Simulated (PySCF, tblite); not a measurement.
# C₇H₈BF: geometry, infrared bands and NMR shifts

Wanted: the infrared bands and NMR shifts of C₇H₈BF (`F/C1=C/C/C=C\C=C/B1`), by calculation.

The runs use tblite 0.8.0 and PySCF 2.14.0, with density-fitted response routines of our own; the level of theory stands in each step. All values are computed, except where a source is named. Atoms count from 0, in the outputs and in this text.

### Step 1. Starting geometry

17 atoms, charge 0, multiplicity 1; geometry from: force field or distance geometry start.

Bonds of the start (Å): F0–C1 1.35, C1–C2 1.34, C2–C3 1.48, C3–C4 1.49, C4–C5 1.33, C5–C6 1.48, C6–C7 1.34, C7–B8 1.57, B8–C1 1.60, C2–H9 1.10, C3–H10 1.12, C3–H11 1.12, C4–H12 1.08, C5–H13 1.08, C6–H14 1.08, C7–H15 1.08, B8–H16 1.18.

### Step 2. Geometry optimisation with GFN2-xTB

Job settings and geometry (Å):

```
{"job": {"kind": "relax", "xc": "GFN2-xTB", "basis": "xTB"}, "charge": 0, "multiplicity": 1}
F     -0.436000     3.054800    -0.833600
C     -0.275500     1.815000    -0.331100
C     -1.361600     1.138900     0.068100
C     -1.382000    -0.234300     0.624800
C     -1.022200    -1.224700    -0.431300
C      0.222200    -1.636600    -0.669200
C      1.378200    -1.261100     0.170300
C      1.802000    -0.010700     0.422800
B      1.238400     1.325500    -0.190100
H     -2.337300     1.630000    -0.058600
H     -0.725400    -0.317000     1.522800
H     -2.415300    -0.475900     0.980200
H     -1.820200    -1.598700    -1.062200
H      0.386700    -2.402700    -1.418400
H      1.985700    -2.069900     0.544300
H      2.716700     0.093500     0.985400
H      2.038200     2.186000    -0.333900
```

Started as:

```console
$ OMP_NUM_THREADS=1 python probes_run.py task.json out
```

The driver reads the jobs from task.json and runs them one after another.

**Question.** This job is followed by: GFN2-xTB harmonic vibrations, gas phase; GIAO PBE0/pcSseg-1 NMR shielding, non-relativistic, gas phase. Predict these results of the whole session: strongest single infrared mode (GFN2-xTB); zero-point energy (GFN2-xTB); 13C shifts against TMS (PBE0/pcSseg-1); 1H shifts against TMS (PBE0/pcSseg-1, means over atoms taken as alike); 19F shifts against CFCl3 (PBE0/pcSseg-1); 11B shifts against BF3·OEt2 (PBE0/pcSseg-1).

The runs gave:

```
                                                              quantity                                               value
                             strongest single infrared mode (GFN2-xTB)                               1070 cm⁻¹, 146 km/mol
                                          zero-point energy (GFN2-xTB)                                       80.9 kcal/mol
                                13C shifts against TMS (PBE0/pcSseg-1)  195.1, 157.6, 150.2, 139.4, 138.3, 134.3, 29.4 ppm
1H shifts against TMS (PBE0/pcSseg-1, means over atoms taken as alike)        7.84, 7.82, 6.85, 6.68, 6.36, 6.17, 2.24 ppm
                              19F shifts against CFCl3 (PBE0/pcSseg-1)                                           -98.2 ppm
                           11B shifts against BF3·OEt2 (PBE0/pcSseg-1)                                            48.3 ppm
```

**Reading.** Over 63 steps the energy fell by 0.234 eV; of the close pairs, C1–B8 changed most, 1.597 to 1.543 Å. No mode is imaginary among the 45: a minimum at this level. The strongest single mode, at 1070 cm⁻¹, has its largest shares on C1, F0 and C3 (the list is cut at 3 atoms). GFN2-xTB is a fitted tight-binding method: band positions and strengths are rough. Its intensities can rank the bands wrongly. At PBE0/pcSseg-1: The widest tensor belongs to C7: span 267 ppm, with a paramagnetic part of -220 ppm.
